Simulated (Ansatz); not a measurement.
# Si6SnO16: the cost of one run

Program: Ansatz 0.2.0. Level of theory: DFT PBE, plane waves, PAW, scalar-relativistic, no spin polarisation. These are calculated values, not measurements.

**1. The system as given**

The cell holds 23 atoms (O16Si6Sn): a = 5.903 Å, b = 5.903 Å, c = 5.333 Å, α = 90.00°, β = 90.00°, γ = 90.00°.

The coordinates stand in the first input below.

**2. End point A**

input.yaml reads:

```yaml
crystal:
  lattice:
    - [-4.1738, -4.1738, 0.0]
    - [4.1738, -4.1738, 0.0]
    - [0.0, 0.0, 5.3326]
  atoms:
    - { symbol: Si, position: [0.4988864, 0.5137411, -0.0105712] }
    - { symbol: Sn, position: [0.0012686, 0.5067831, 0.2472906] }
    - { symbol: O, position: [0.1858533, 0.4957986, 0.0015906] }
    - { symbol: O, position: [0.0024763, 0.1997462, 0.2524126] }
    - { symbol: O, position: [0.8062001, 0.499797, 0.0050704] }
    - { symbol: O, position: [-0.0008911, 0.8027749, 0.2428234] }
    - { symbol: Si, position: [0.5009172, 0.5047416, 0.4997129] }
    - { symbol: O, position: [0.2024088, 0.5009207, 0.5048456] }
    - { symbol: O, position: [0.0028707, 0.2003632, 0.7676893] }
    - { symbol: O, position: [0.815168, 0.4982444, 0.5016591] }
    - { symbol: O, position: [-0.0077012, 0.8170647, 0.7534181] }
    - { symbol: Si, position: [-0.0115773, 0.0044312, 0.0021041] }
    - { symbol: Si, position: [0.4969428, -0.0032538, 0.2465164] }
    - { symbol: O, position: [0.6915424, -0.0005745, 0.0121969] }
    - { symbol: O, position: [0.5038325, 0.6901183, 0.2438101] }
    - { symbol: O, position: [0.2995432, -0.0038846, -0.0044455] }
    - { symbol: O, position: [0.5024875, 0.3030674, 0.2510342] }
    - { symbol: Si, position: [-0.0064266, -0.0033002, 0.5061301] }
    - { symbol: Si, position: [0.4891262, -0.0033496, 0.7500164] }
    - { symbol: O, position: [0.6985526, -0.0080398, 0.4899349] }
    - { symbol: O, position: [0.4938482, 0.6919913, 0.7483564] }
    - { symbol: O, position: [0.2962427, 0.0025327, 0.4972087] }
    - { symbol: O, position: [0.491912, 0.303354, 0.7512994] }
basis:
  ecutwfc: 420.0
kpoints:
  mp_grid: { grid: [2, 2, 3] }
hamiltonian:
  xc: pbe
  pseudopotentials: { kind: paw, azcp: { folder: soft_1 } }
scf:
  occupations: { method: gaussian, width: 0.05 }
  lower_state_search: "off"
relax:
  f_tol: 0.03
  max_steps: 60
  adjacent_minimum: "off"
```

Started as:

```console
$ ansatz run input.yaml --threads 2 --pin off --max-ram 5120MiB --backend cpu --events-out ev --progress --plain --runs-dir out
```

What time and memory should one allow on 2 threads of Arm Neoverse V2, shared host?

About 26 s, with a peak of 0.49 GiB.
